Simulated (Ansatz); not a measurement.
A first try at cell relaxations under several functionals of O, space group Fd-3m, using the Python package of Ansatz (0.2.0).

`run_lattice.py`
```python
from dataclasses import dataclass

import ansatz as az
import numpy as np


@dataclass
class Options:
    kgrid: tuple[int, ...] = (8, 8, 8)
    occupations: str = "fixed"
    force_tol: float = 0.02


settings = Options()

def edges_and_angles(cell):
    cell = np.asarray(cell)
    a, b, c = np.linalg.norm(cell, axis=1)
    cosines = cell[1] @ cell[2] / (b * c), cell[0] @ cell[2] / (a * c), cell[0] @ cell[1] / (a * b)
    return (a, b, c, *np.degrees(np.arccos(cosines)))


def main() -> None:
    system = (
        az.Lattice.of((0.0, 2.170856, 2.170856), (2.170856, 0.0, 2.170856), (2.170856, 2.170856, 0.0))
        .atom("O", (0.25, 0.25, 0.25))
        .atom("O", (0.0, 0.0, 0.0))
    )

    setup = (
        system.calculation()
        .kpoints(*settings.kgrid)
        .occupations(settings.occupations)
        .relax(cell=True, force_tolerance=settings.force_tol, max_steps=60)
    )

    levels = [("pbesol", "none"), ("lda", "none"), ("blyp", "d3bj")]
    print("level            a       b       c    alpha   beta  gamma  V/atom  steps")
    for name, dispersion in levels:
        seen = []
        run = setup.functional(name, dispersion=dispersion).session().plan()
        res = run.execute(on_event=lambda e: seen.append(e) if e["event"] == "relax_step" else None)
        cell = res.lattice.cell_ang
        label = name if dispersion == "none" else f"{name}+{dispersion}"
        print("{:13s} {:7.4f} {:7.4f} {:7.4f} {:6.2f} {:6.2f} {:6.2f}".format(label, *edges_and_angles(cell)), f"{abs(np.linalg.det(cell)) / len(res.lattice.sites):7.3f} {len(seen):5d}")


if __name__ == "__main__":
    main()
```

```console
$ python run_lattice.py
level            a       b       c    alpha   beta  gamma  V/atom  steps
DeckWarning: basis.ecutwfc = 420 eV, auto-derived from the records' recommended cutoffs: set by O (normal level)
RunWarning: iter 1: σ=0 fill of 6 bands saw a band overlap (occupied 3.6392 eV > unoccupied 2.4922 eV) — on an unconverged iterate often a transient of an unconverged empty band; one that stands at the close is told there (band_overlap_at_count); if the run fails to converge, the spectrum is likely genuinely metallic [...]
RunWarning: this SCF's forces and stress, whichever it reports, may be less accurate than they should be. Ahead of them the orbitals were solved, by the loop's own last solve, its closing phase or the close (the residual-converged pass), until each band's occupation times the norm of its residual had passed under [...]
RunWarning: a fill by count may have filled part of one level: at k-index 4 the highest filled band, 3.399636 eV, and the lowest empty band, 3.399636 eV, stand 1.776e-15 eV apart, within the solve's uncertainty, 4.472e-6 eV. If they are one level, whatever splits it, however little, can move the result. A smearing [...]
RunWarning: the bands overlap at the fill by count (6 filled at each k-point of a channel): the highest filled level, 3.399636 eV at k-index 4, stands 1.1215 eV over the lowest empty one, 2.278143 eV at k-index 0, so that a fill of the lowest levels lies lower and no gap is reported. A metal, or a carrier in a host's [...]
pbesol         3.0827  3.0827  3.0827  60.00  60.00  60.00  10.357     6
lda            3.0481  3.0481  3.0481  60.00  60.00  60.00  10.012     6
blyp+d3bj      3.1554  3.1554  3.1554  60.00  60.00  60.00  11.108     9
```
(Warnings from the package without file and line, shortened, repeats left out.)

No error stopped it. What is wrong with the input all the same?

The fault: fixed occupations, though the bands overlap at this level of theory. Mended:

```diff
--- before
+++ after
@@ -9,3 +9,4 @@
     kgrid: tuple[int, ...] = (8, 8, 8)
-    occupations: str = "fixed"
+    occupations: str = "fermi_dirac"
+    width_ev: float = 0.1
     force_tol: float = 0.02
@@ -32,3 +33,3 @@
         .kpoints(*settings.kgrid)
-        .occupations(settings.occupations)
+        .occupations(settings.occupations, width=settings.width_ev)
         .relax(cell=True, force_tolerance=settings.force_tol, max_steps=60)
```

The mended script runs so:

Running `python run_lattice.py` prints:
```text
level            a       b       c    alpha   beta  gamma  V/atom  steps
DeckWarning: basis.ecutwfc = 420 eV, auto-derived from the records' recommended cutoffs: set by O (normal level)
pbesol         3.0684  3.0684  3.0684  60.00  60.00  60.00  10.214     5
lda            3.0340  3.0340  3.0340  60.00  60.00  60.00   9.874     6
blyp+d3bj      3.1433  3.1433  3.1433  60.00  60.00  60.00  10.980     7
```
(Warnings from the package without file and line.)

Caveats:
- Forces vanish by symmetry, so the ions can't move, and the end may be a saddle.
- BLYP and dispersion corrections can be off by several per cent in the lattices of metals, and by several GPa in the pressure at a fixed cell.
- For a metal this k-point mesh is coarse: on a finer one energies can move by several to tens of meV an atom and pressures by half a GPa or more, differences at one mesh by less.
- Edges and angles are those of the cell as typed, here a primitive one, not of the conventional cell.
- No spin polarisation was allowed.
- This isn't the structure that O takes at ambient conditions.
- Hardware and time: 8.5 s on 1 thread of Arm Neoverse V1, on a shared host, peak memory 0.34 GiB.
